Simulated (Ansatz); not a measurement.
# Sn: how the settings move a relaxation

How sensitive is a relaxation of Sn to its settings? A reference run comes first, then one run with altered input.

Program: Ansatz 0.2.0. Level of theory: reference: DFT, LDA, PAW with Ansatz's default frozen-core files, scalar-relativistic; relaxation of cell and atoms. These are calculated values, not measurements.

### 1 The starting structure

Symmetry: Im-3m, No. 229, cubic system. The conventional cell has a = 3.789 Å, b = 3.789 Å, c = 3.789 Å, α = 90.00°, β = 90.00°, γ = 90.00°. Around Sn (site symmetry m-3m) lie 8 Sn at 3.28 Å.

As a file:

```
Sn
1.0
    -1.89465    1.89465    1.89465
     1.89465   -1.89465    1.89465
     1.89465    1.89465   -1.89465
Sn
1
Direct
  0.00000 0.00000 0.00000
```

### 2 Reference

Input file input.yaml:

```yaml
crystal:
  lattice:
    - [-1.8946518192, 1.8946518192, 1.8946518192]
    - [1.8946518192, -1.8946518192, 1.8946518192]
    - [1.8946518192, 1.8946518192, -1.8946518192]
  atoms:
    - { symbol: Sn, position: [0.0, 0.0, 0.0] }
kpoints:
  mp_grid: { grid: [14, 14, 14] }
scf:
  occupations: { method: fermi_dirac, width: 0.1 }
hamiltonian:
  xc: lda
  pseudopotentials: { kind: paw }
relax:
  f_tol: 0.002
  max_steps: 80
  cell: {}
output:
  forces: true
  stress: true
  write_density: true
  write_potential: true
  elf: true
  volumetric_format: npy
```

The run is started by

```sh
$ ansatz run input.yaml --threads 1 --pin off --max-ram 2560MiB --backend cpu --events-out ev --progress --plain --runs-dir out
```

### 3 Changing settings: mp_grid.grid [11, 11, 11], mp_grid.shift [0.5, 0.5, 0.5]

input.yaml: that of step 2 with these lines changed.

```diff
@@ -8,3 +8,3 @@
 kpoints:
-  mp_grid: { grid: [14, 14, 14] }
+  mp_grid: { grid: [11, 11, 11], shift: [0.5, 0.5, 0.5] }
 scf:
@@ -21,5 +21 @@
   stress: true
-  write_density: true
-  write_potential: true
-  elf: true
-  volumetric_format: npy
```

Before running it: what results should come out? Wanted: for each run, ending; energy change; pressure; gap; force.

The runs gave:

| run | ending | energy change | pressure (GPa) | gap (eV) | force (eV/Å) | cycles | time |
| --- | --- | --- | --- | --- | --- | --- | --- |
| reference | converged | 0 | 0.0 | 0.00 | 0.00 | 21 | 6.2 s |
| 1: mp_grid.grid [11, 11, 11], mp_grid.shift [0.5, 0.5, 0.5] | converged | -3.6 meV/atom | 0.0 | 0.00 | 0.00 | 21 | 3.1 s |

Times don't compare one to one where runs were asked for different outputs or read a saved state (see the inputs); cycles may leave out searches for a lower state.

What this shows: Changing the k-point mesh moves the energy by -3.6 meV/atom, and the final volume goes from 25.46 to 25.52 Å³. Sampling errors of the energy have no fixed sign.
